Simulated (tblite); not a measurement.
# C7H15BS: the cost of one run

Computed with tblite 0.8.0 and PySCF 2.14.0, with density-fitted response routines of our own, on a single molecule in the gas phase. Atoms are numbered from 0 throughout.

## (1) The molecule as given

24 atoms, charge 0, multiplicity 1; geometry from: force field or distance geometry start.

Bonds of the start (Å): B0–C1 1.57, C1–C2 1.52, C2–C3 1.50, C3–C4 1.49, C2–C5 1.47, C5–C6 1.51, C5–S7 1.83, S7–C8 1.81, C5–C1 1.50, B0–H9 1.15, B0–H10 1.19, C1–H11 1.13, C2–H12 1.12, C3–H13 1.14, C3–H14 1.11, C4–H15 1.11, C4–H16 1.10, C4–H17 1.10, C6–H18 1.12, C6–H19 1.09, C6–H20 1.11, C8–H21 1.10, C8–H22 1.13, C8–H23 1.13.

## (2) Geometry optimisation with GFN2-xTB

Job settings and geometry (Å):

```
{"job": {"kind": "relax", "xc": "GFN2-xTB", "basis": "xTB"}, "charge": 0, "multiplicity": 1}
B      1.175100    -2.040600     0.491800
C      0.342600    -0.730400     0.757200
C     -0.742200    -0.501800    -0.277800
C     -2.072300    -0.298900     0.382400
C     -3.221900    -0.066500    -0.542800
C      0.382800     0.443700    -0.176400
C      0.229200     1.825000     0.406000
S      1.817900     0.344000    -1.313100
C      3.328000     0.522000    -0.328900
H      1.875400    -2.138000    -0.420200
H      0.771300    -3.036600     0.996900
H      0.092300    -0.460200     1.820700
H     -0.762200    -1.258200    -1.105900
H     -2.272700    -1.282200     0.929200
H     -1.978700     0.444200     1.204600
H     -3.388200     1.014000    -0.754400
H     -3.089000    -0.604100    -1.492500
H     -4.146600    -0.436200    -0.064700
H      0.436500     2.527300    -0.445500
H     -0.739500     2.011100     0.865400
H      1.004200     2.019900     1.182300
H      3.590800    -0.455800     0.104300
H      4.191400     0.884500    -0.957700
H      3.163700     1.293500     0.475500
```

Run with:

```
> OMP_NUM_THREADS=1 python probes_run.py task.json out
```

This one command runs all jobs of the session in turn.

Q: Estimate the wall time and peak memory of this first job on 1 thread of Arm Neoverse N1, shared host.

About 1.8 s, with a peak of 0.18 GiB.
